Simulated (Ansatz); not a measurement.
# AlAsH₄O (SMILES [AlH2][O][AsH2]): single points off equilibrium

How do the functionals fare away from a minimum? The structure is a structure displaced at random from a GFN2-xTB minimum.

The runs use Ansatz 0.2.0, Gaussian basis; single points in def2-TZVPP.

Correlated methods freeze the cores. Filled d shells of the heavier atoms are correlated.

### 1 The starting structure

SMILES `[AlH2][O][AsH2]`, 7 atoms, charge 0, spin multiplicity 1.

Atoms are counted from 1 here; the program's logs count them from 0.

Bond lengths: Al1–O2 1.632 Å, Al1–H4 1.619 Å, Al1–H5 1.483 Å, O2–As3 1.832 Å, As3–H6 1.475 Å, As3–H7 1.483 Å. Angles: O2–Al1–H4 115.7°, O2–Al1–H5 120.6°, H4–Al1–H5 123.6°, Al1–O2–As3 176.4°, O2–As3–H6 95.1°, O2–As3–H7 95.5°, H6–As3–H7 87.8°.

Coordinates:

```mol
AlAsH4O
  3D, bonds by distance, orders not assigned

  7  6  0  0  0  0  0  0  0  0999 V2000
   -1.3751    0.4750   -0.6155 Al  0  0
    0.1361    0.0075   -0.2161 O   0  0
    1.8735   -0.4304    0.1673 As  0  0
   -2.0716   -0.3526   -1.8199 H   0  0
   -2.0500    1.5656    0.1293 H   0  0
    1.9426    0.3764    1.3996 H   0  0
    1.5401   -1.5979    1.0183 H   0  0
  1  2  8  0
  1  4  8  0
  1  5  8  0
  2  3  8  0
  3  6  8  0
  3  7  8  0
M  END
```

### 2 CCSD(T)/def2-TZVPP

File run/in.yaml:

```yaml
crystal:
  periodic: [false, false, false]
  atoms:
    - {symbol: Al, position_ang: [-1.375100, 0.475000, -0.615500]}
    - {symbol: O, position_ang: [0.136100, 0.007500, -0.216100]}
    - {symbol: As, position_ang: [1.873500, -0.430400, 0.167300]}
    - {symbol: H, position_ang: [-2.071600, -0.352600, -1.819900]}
    - {symbol: H, position_ang: [-2.050000, 1.565600, 0.129300]}
    - {symbol: H, position_ang: [1.942600, 0.376400, 1.399600]}
    - {symbol: H, position_ang: [1.540100, -1.597900, 1.018300]}
basis:
  gaussian: {orbitals: def2-TZVPP}
correlation: {method: ccsd_t}
output: {forces: true}
```

The command line of these runs was not kept.

### 3 PBE0-D4/def2-TZVPP

run/in.yaml, as its differences from that of step 2:

```diff
@@ -12,3 +12,3 @@
   gaussian: {orbitals: def2-TZVPP}
-correlation: {method: ccsd_t}
-output: {forces: true}
+hamiltonian: {xc: pbe0, dispersion: d4}
+output: {forces: true, orbitals: {seedname: orbitals}}
```

### 4 wB97M-V/def2-TZVPP

run/in.yaml, as its differences from that of step 3:

```diff
@@ -12,3 +12,3 @@
   gaussian: {orbitals: def2-TZVPP}
-hamiltonian: {xc: pbe0, dispersion: d4}
-output: {forces: true, orbitals: {seedname: orbitals}}
+hamiltonian: {xc: {name: wB97M-V}}
+output: {forces: true}
```

### 5 r2SCAN-D4/def2-TZVPP

run/in.yaml, as its differences from that of step 4:

```diff
@@ -12,3 +12,3 @@
   gaussian: {orbitals: def2-TZVPP}
-hamiltonian: {xc: {name: wB97M-V}}
+hamiltonian: {xc: r2scan, dispersion: d4}
 output: {forces: true}
```

### 6 PBE-D4/def2-TZVPP

run/in.yaml, as its differences from that of step 5:

```diff
@@ -12,3 +12,3 @@
   gaussian: {orbitals: def2-TZVPP}
-hamiltonian: {xc: r2scan, dispersion: d4}
+hamiltonian: {xc: pbe, dispersion: d4}
 output: {forces: true}
```

### 7 B97M-V/def2-TZVPP

run/in.yaml, as its differences from that of step 6:

```diff
@@ -12,3 +12,3 @@
   gaussian: {orbitals: def2-TZVPP}
-hamiltonian: {xc: pbe, dispersion: d4}
+hamiltonian: {xc: {name: B97M-V}}
 output: {forces: true}
```

### 8 revPBE-D4/def2-TZVPP

run/in.yaml, as its differences from that of step 7:

```diff
@@ -12,3 +12,3 @@
   gaussian: {orbitals: def2-TZVPP}
-hamiltonian: {xc: {name: B97M-V}}
+hamiltonian: {xc: {name: revPBE}, dispersion: d4}
 output: {forces: true}
```

(Steps that only read results are left out.)

Before running it: what results should come out? Wanted: energy less free atoms, CCSD(T)/def2-TZVPP; RMS force component; RMS force error; HOMO and LUMO, PBE0-D4; T1 diagnostic.

The runs gave:

| quantity | value |
| --- | --- |
| energy less free atoms, CCSD(T)/def2-TZVPP | -19.392 eV |
| RMS force component | 0.941 to 1.014 eV/Å over the methods |
| RMS force error | PBE0-D4 0.093, wB97M-V 0.055, r2SCAN-D4 0.094, PBE-D4 0.242, B97M-V 0.138, revPBE-D4 0.267 eV/Å |
| HOMO and LUMO, PBE0-D4 | -7.47 and -0.81 eV |
| T1 diagnostic | 0.013 |

**Reading.** Against CCSD(T) the functionals' energies less atoms differ by -0.996 to +0.024 eV, PBE-D4 by -0.459 eV. The reference is not at the basis limit: in triple zeta CCSD(T) underbinds, which counts against methods that bind more; the gaps are no ranking. On forces the order runs from wB97M-V to revPBE-D4. Frozen-core CCSD(T) forces in triple zeta carry basis errors of their own, and this is one geometry, so small gaps rank nothing.
